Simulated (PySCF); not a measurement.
# C7H8FN (4-fluorobenzylamine): the cost of one run

Computed with PySCF 2.14.0 and routines of our own; the level stands in each step. Atoms count from 0.

## Step 1: The starting structure

17 atoms, charge 0, multiplicity 1; geometry from: GFN2-xTB.

## Step 2: Excited states: TDA CAM-B3LYP/def2-SVP

The job: settings as JSON, then the geometry in Å.

```
{"job": {"kind": "states", "xc": "CAM-B3LYP", "basis": "def2-SVP", "tda": true, "soc": true, "nstates": 8, "ntriplets": 4, "nquad": 4}, "charge": 0, "multiplicity": 1}
N      2.711371     0.061799     0.151584
C      1.654776    -0.005573    -0.850963
C      0.268700    -0.011792    -0.250935
C     -0.389950     1.183532     0.014561
C     -1.628107     1.191853     0.630860
C     -2.200662    -0.016165     0.983581
F     -3.412516    -0.018968     1.580140
C     -1.569359    -1.221786     0.739761
C     -0.331722    -1.208889     0.122658
H      2.645519    -0.731693     0.781068
H      2.608458     0.903226     0.709776
H      1.816553    -0.914718    -1.435692
H      1.775776     0.856675    -1.511640
H      0.067997     2.120265    -0.269083
H     -2.149704     2.113485     0.835913
H     -2.046039    -2.145326     1.028306
H      0.171909    -2.143896    -0.076527
```

Method: TDA CAM-B3LYP/def2-SVP excited states, vertical, gas phase, spin-orbit mean-field couplings.

Launch:

```console
OMP_NUM_THREADS=1 python excited_run.py task.json out
```

The driver reads the jobs from task.json and runs them one after another.

**Question.** How long does this first job take on 1 thread of Arm Neoverse N1, shared host, and how much memory does it need?

About 57 s, with a peak of 0.78 GiB.
